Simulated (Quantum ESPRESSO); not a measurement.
**GaGe in Quantum ESPRESSO: the effect of strain**

GaGe:

```
Ge Ga
1.0
     0.00000    2.78193    2.89784
     2.78193    0.00000    2.89784
     2.78193    2.78193    0.00000
Ge Ga
1 1
Direct
  0.00000 0.00000 0.00000
  0.25000 0.25000 0.25000
```

The cell comes from a database or a generator and needn't be the stable form of this composition.

Alike in all runs:

* Program: Quantum ESPRESSO 7.5
* Task: relaxation of the atoms
* Functional: PBEsol
* Potentials or basis: GBRV 1.5 PBEsol
* Cutoff: 762 eV
* Density cutoff: 6095 eV
* k mesh: 8 × 8 × 8
* Occupations: fermi-dirac, width 0.05 eV
* Spin: no spin polarisation
* Kind of strain: biaxial_xy
* Mixing beta: 0.5
* Most SCF iterations: 120
* SCF threshold: 4e-10 Ry
* Most ionic steps: 40
* Forc conv thr: 0.0004 Ry/bohr
* Etot conv thr: 1e-05 Ry

Each run relaxes the cell or the atoms first.

```csv
strain,pressure (GPa)
-0.04,2.0
-0.02,-0.4
-0.01,?
0,-2.4
0.01,-3.3
0.02,-4.0
0.04,-5.3
```

**Question.** What does the run with strain -0.01 give?

**Answer.** Pressure -1.4 GPa.

Worked out: A parabola through the other rows of the pressure, of slope -101 GPa per unit of strain there, gives -1.4 GPa, against the run's -1.4.

Caveats: the relaxation stopped at its first step, so nothing moved.

Runs at the PBE level aren't shown here.
